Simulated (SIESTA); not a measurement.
Here is a SIESTA 5.4.2 calculation.

Contents of Hf.fdf:

```
SystemName                      Hf
SystemLabel                     Hf
NumberOfSpecies                 1
NumberOfAtoms                   1
%block ChemicalSpeciesLabel
  1  72 Hf
%endblock ChemicalSpeciesLabel

LatticeConstant                 2.7787600000 Ang
%block LatticeParameters
  1.0000000000 1.0000000000 8.5649714261 90.0000000000 90.0000000000 90.0000000000
%endblock LatticeParameters
AtomicCoordinatesFormat         Fractional
%block AtomicCoordinatesAndAtomicSpecies
     0.0000000000     0.0000000000     0.2941200000  1  Hf
%endblock AtomicCoordinatesAndAtomicSpecies

%block kgrid.MonkhorstPack
   10   0   0  0.0
    0  10   0  0.0
    0   0   1  0.0
%endblock kgrid.MonkhorstPack
XC.Functional                   GGA
XC.Authors                      PBE
PAO.BasisSize                   DZP
PAO.EnergyShift                 0.003 Ry
Mesh.Cutoff                     800 Ry
OccupationFunction              FD
ElectronicTemperature           0.05 eV
Slab.DipoleCorrection           vacuum
MaxSCFIterations                120
SCF.MustConverge                false
SCF.Mixer.Method                Pulay
SCF.Mixer.Weight                0.25
SCF.Mixer.History               8
SCF.DM.Tolerance                5.0e-05
SCF.H.Tolerance                 1.0e-03 eV
WriteForces                     true
Charge.Mulliken                 end
%block PAO.Basis
  Hf 6
  n=5 0 2
    3.241 0.000
  n=6 0 2
    8.429 0.000
  n=5 1 2
    3.929 0.000
  n=6 1 1
    8.429
  n=5 2 2
    7.906 0.000
  n=4 3 2
    3.138 0.000
%endblock PAO.Basis
```

Potentials or basis: PseudoDojo 0.4 stringent (PBE files), DZP (energy shift 0.003 Ry; two zetas on semicore shells).

Launch:

```console
$ siesta Hf.fdf > Hf.out 2>&1
```

**Question.** What does it give for the band gap on the k mesh?

**Answer.** None (metal or under the smearing width).

Caveat: the basis of atomic orbitals isn't converged, which shifts pressures, moduli and gaps. Spin-orbit coupling is left out, which matters for the levels of Hf.
